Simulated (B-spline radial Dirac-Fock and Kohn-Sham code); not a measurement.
# Muonic Ho

The question: the levels and X-ray lines of a negative muon bound to a nucleus of Ho.

The numbers are computed with B-spline radial Dirac-Fock and Kohn-Sham code (version 3): Dirac equation of a negative muon with reduced mass around a spherical finite nucleus, Uehling potential to all orders; no nuclear polarisation, deformation, self-energy or electron screening.

### Step 1. The atom as given

The free holmium atom in the configuration [Xe] 4f11 6s2.

```yaml
nuclear_charge: 67
electrons: 67
mass_number: 151
nuclear_rms_radius: 5.0398 fm
```

### Step 2. A = 151, fermi nucleus

The run's settings:

```ini
task = muonic
Z = 67
charge = 0
configuration = 1s2 2s2 2p6 3s2 3p6 3d10 4s2 4p6 4d10 4f11 5s2 5p6 6s2
mass_number = 151
rms_radius = 5.0398  # fm
nuclear_model = fermi
atomic_mass = 150.931698  # u
radius_from = measured
```

### Step 3. A = 152, fermi nucleus

The run's settings:

```ini
task = muonic
mass_number = 152
rms_radius = 5.0614  # fm
nuclear_model = fermi
atomic_mass = 151.931718  # u
```

### Step 4. A = 153, fermi nucleus

The run's settings:

```ini
task = muonic
mass_number = 153
rms_radius = 5.076  # fm
nuclear_model = fermi
atomic_mass = 152.930207  # u
```

### Step 5. A = 154, fermi nucleus

Settings, as recorded:

```ini
task = muonic
mass_number = 154
rms_radius = 5.0856  # fm
nuclear_model = fermi
atomic_mass = 153.930607  # u
```

(Steps that only read results are left out.)

**Question.** What will these runs give? Wanted: 1s binding, A = 151, fermi; for a point nucleus; vacuum polarisation in 1s; mean 1s radius, nuclear rms radius.

**Answer**, as computed:

```
                          quantity           value
        1s binding, A = 151, fermi     8116.60 keV
               for a point nucleus     13479.6 keV
         vacuum polarisation in 1s       53.83 keV
mean 1s radius, nuclear rms radius  8.81, 5.040 fm
```

In words: With a mean radius of 1.7 times the nuclear rms radius, the 1s level loses 40 % of its point-nucleus binding. (Vacuum polarisation, which the point-nucleus values lack, is taken out for this ratio.) The size effect lifts 2s above 2p1/2, which a point nucleus keeps level. From A = 151 to 154 the 2p3/2 → 1s1/2 line moves by -31.71 keV. Nuclear polarisation, deformation and electron screening are left out.
